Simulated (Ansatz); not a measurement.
# GaNCl (quartet): wave-function methods side by side, cc-pVDZ

The task here is to estimate one member of a computed series from the others.

Computed with Ansatz 0.2.0, Gaussian basis. Level: cc-pVDZ, core rule «outside noble gas», up to 20 orbitals frozen.

Plan: UHF; CCSD(T) on ROHF; CCSD(T) on UHF; BCCD(T) on ROHF; CISD; CCSDT(Q) on ROHF; CCSDT(Q) on UHF.

33 further runs of the same task are left out: 10 for a known fault of the program, 13 that didn't finish, 10 set aside as unsound or not needed.

## The geometry

The geometry is a PBE0/def2-TZVP stationary point (not a proven minimum) of the parent state, kept for this charge and spin. No spin-orbit coupling is included. The filled d shell of Ga may be among the frozen orbitals whatever the setting's name suggests; the logs give the count.

3 atoms, charge 0, spin multiplicity 4.

Atoms are counted from 1 here; the program's logs count them from 0.

Bond lengths: Cl1–Ga2 2.102 Å, Ga2–N3 1.759 Å. Angles: Cl1–Ga2–N3 180.0°.

The first run:

The input, in.yaml:

```yaml
crystal:
  periodic: [false, false, false]
  atoms:
    - {symbol: Cl, position_ang: [0.000000, 0.000000, 1.987400]}
    - {symbol: Ga, position_ang: [0.000000, 0.000000, -0.114300]}
    - {symbol: N, position_ang: [0.000000, 0.000000, -1.873100]}
basis:
  gaussian: {orbitals: cc-pVDZ}
magnetization: {spin_polarized: true, initial_magnetization: 3}
hamiltonian: {xc: hf}
output: {orbitals: {seedname: orbitals}}
```

Started as:

```console
ansatz run in.yaml --threads 1 --pin off --events-out ev --progress --plain --max-ram 2393MiB
```

Steps of the session up to this table: UHF; CCSD(T) on ROHF; CCSD(T) on UHF; BCCD(T) on ROHF; CISD; CCSDT(Q) on ROHF; CCSDT(Q) on UHF.

One of the session's tables, all rows but one given; the rest of the session is left out.

It belongs to the step «Misses and costs». 

```
   method  from UCCSDT(Q) (kJ/mol)
     ROHF                   +861.8
      UHF                   +838.8
     RMP2                   +111.5
     UMP2                   +115.4
    RCCSD                    +27.7
    UCCSD                    +26.7
 RCCSD(T)                     +5.6
 UCCSD(T)                     +5.4
  BCCD(T)                     +5.7
   RCCSDT                     +2.5
   UCCSDT                     +2.1
RCCSDT(Q)                        ?
UCCSDT(Q)                        0
```

Q: Estimate the row for RCCSDT(Q) from the others.

The run gave: from UCCSDT(Q) (kJ/mol): +0.6. In the column «from UCCSDT(Q) (kJ/mol)» it lies between UCCSDT(Q) (0) and UCCSDT (+2.1).

Not comparable, so not listed: CISD (they don't share determinant, frozen orbitals or solution with the rows shown, or repeat one).

Limits of these values: Restricted and unrestricted rows rest on different reference determinants; where their highest levels disagree by more than a few hundredths of an eV, they describe different states and don't form one ladder.
